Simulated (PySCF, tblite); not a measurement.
**C₅H₇ClSSi: geometry, infrared bands and NMR shifts**

Wanted: the infrared bands and NMR shifts of C₅H₇ClSSi (`C#C/C=C(\Cl)[SiH2]SC`), by calculation.

The runs use tblite 0.8.0 and PySCF 2.14.0, with density-fitted response routines of our own; the level of theory stands in each step. All values are computed, except where a source is named. Atoms count from 0, in the outputs and in this text.

## Step 1: The starting structure

15 atoms, charge 0, multiplicity 1; geometry from: force field or distance geometry start.

Bonds of the start (Å): C0–C1 1.20, C1–C2 1.45, C2–C3 1.33, C3–Cl4 1.79, C3–Si5 1.81, Si5–S6 2.14, S6–C7 1.84, C0–H8 1.06, C2–H9 1.08, Si5–H10 1.48, Si5–H11 1.49, C7–H12 1.11, C7–H13 1.10, C7–H14 1.12.

## Step 2: Relaxing the molecule with GFN2-xTB

What the job is given:

```
{"job": {"kind": "relax", "xc": "GFN2-xTB", "basis": "xTB"}, "charge": 0, "multiplicity": 1}
C     -4.440900    -0.060900     0.327400
C     -3.266000    -0.095500     0.081900
C     -1.841700    -0.150600    -0.206700
C     -1.020300    -0.219200     0.834800
Cl    -1.675600    -0.270300     2.496100
Si     0.785300    -0.296800     0.671800
S      1.476600    -0.785600    -1.288700
C      3.273700    -0.388400    -1.264100
H     -5.479600    -0.013100     0.548100
H     -1.474400    -0.121300    -1.221500
H      1.406400    -1.275800     1.591600
H      1.351000     1.015700     1.090800
H      3.405200     0.706000    -1.178400
H      3.765900    -0.741400    -2.178700
H      3.730200    -0.800400    -0.326500
```

Started as:

```sh
> OMP_NUM_THREADS=1 python probes_run.py task.json out
```

This one command runs all jobs of the session in turn.

**Question.** This job is followed by: GFN2-xTB harmonic vibrations, gas phase; GIAO PBE0/pcSseg-1 NMR shielding, non-relativistic, gas phase. Predict these results of the whole session: strongest single infrared mode (GFN2-xTB); zero-point energy (GFN2-xTB); ¹³C shifts against TMS (PBE0/pcSseg-1); ¹H shifts against TMS (PBE0/pcSseg-1, means over atoms taken as alike); ³⁵Cl shifts against HCl (PBE0/pcSseg-1); ²⁹Si shifts against TMS (PBE0/pcSseg-1); ³³S shifts against CS2 (PBE0/pcSseg-1); surface potential, 1st and 99th percentile.

As calculated:

| quantity | value |
| --- | --- |
| strongest single infrared mode (GFN2-xTB) | 695 cm⁻¹, 471 km/mol |
| zero-point energy (GFN2-xTB) | 60.3 kcal/mol |
| ¹³C shifts against TMS (PBE0/pcSseg-1) | 153.4, 130.2, 102.0, 81.8, 12.4 ppm |
| ¹H shifts against TMS (PBE0/pcSseg-1, means over atoms taken as alike) | 6.26, 4.97, 3.46, 2.08 ppm |
| ³⁵Cl shifts against HCl (PBE0/pcSseg-1) | 269 ppm |
| ²⁹Si shifts against TMS (PBE0/pcSseg-1) | -31.9 ppm |
| ³³S shifts against CS2 (PBE0/pcSseg-1) | -225 ppm |
| surface potential, 1st and 99th percentile | -0.86 V and 1.43 V |

Over 98 steps the energy fell by 0.361 eV; of the close pairs, C3–Si5 changed most, 1.815 to 1.877 Å. No mode is imaginary among the 39: a minimum at this level. The strongest single mode, at 695 cm⁻¹, moves mainly H10 and H11. GFN2-xTB is a fitted tight-binding method: band positions and strengths are rough. Its intensities can rank the bands wrongly. H9 (hydrogen on an alkene CH) lies farthest downfield among hydrogen, at 6.26 ppm; a vinylic proton, deshielded by the sp2 carbon and the C=C anisotropy. At PBE0/pcSseg-1: The largest span, 477 ppm, is at Cl4, where the paramagnetic term is -465 ppm. At PBE0/pcSseg-1, counted by nearest atom on the grid, the HOMO lies on S6 66 %, the LUMO on C3 30 %; C2 22 %.
